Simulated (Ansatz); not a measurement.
# Mg: the cost of one run

Computed with Ansatz 0.2.0 (DFT LDA, scalar-relativistic, unless a step's input says otherwise).

## Step 1: The starting structure

Symmetry: Fm-3m, No. 225, cubic system. Conventional cell: a = 4.489 Å, b = 4.489 Å, c = 4.489 Å, α = 90.00°, β = 90.00°, γ = 90.00°. Around Mg (site symmetry m-3m) lie 12 Mg at 3.17 Å.

Coordinates:

```
Mg
1.0
     0.00000    2.24426    2.24426
     2.24426    0.00000    2.24426
     2.24426    2.24426    0.00000
Mg
1
Direct
  0.00000 0.00000 0.00000
```

## Step 2: The deformed structure

Space group Fm-3m before, R-3m after.

## Step 3: LAPW, all electrons

The input, input.yaml:

```yaml
crystal:
  lattice:
    - [-0.06732768, 2.21059216, 2.21059216]
    - [2.21059216, -0.06732768, 2.21059216]
    - [2.21059216, 2.21059216, -0.06732768]
  atoms:
    - { symbol: Mg, position: [0.0, 0.0, 0.0] }
kpoints:
  mp_grid: { grid: [16, 16, 16] }
  band_path:
    path:
      - [0.0, 0.0, 0.0]
      - [0.5, 0.5, 0.5]
      - [0.2579113083, 0.5, 0.7420886917]
      - [-0.2579113083, 0.2579113083, 0.5]
      - [0.0, 0.0, 0.5]
      - [0.0, 0.0, 0.0]
      - [-0.3789556542, 0.0, 0.3789556542]
      - [0.0, 0.3789556542, 0.6210443458]
      - [0.0, 0.5, 0.5]
    npoints: 5
scf:
  occupations: { method: fermi_dirac, width: 0.03 }
hamiltonian:
  xc: lda
  pseudopotentials: { kind: all_electron, lapw: { basis_error: 0.001 } }
output:
  forces: true
  stress: true
  eigenvalues: true
```

Started as:

```bash
$ ansatz run input.yaml --threads 1 --pin off --max-ram 3072MiB --backend cpu --events-out ev --progress --plain --runs-dir out
```

Q: Estimate wall time and peak memory on 1 thread of Arm Neoverse V1, shared host.

About 11 s, with a peak of 0.28 GiB.
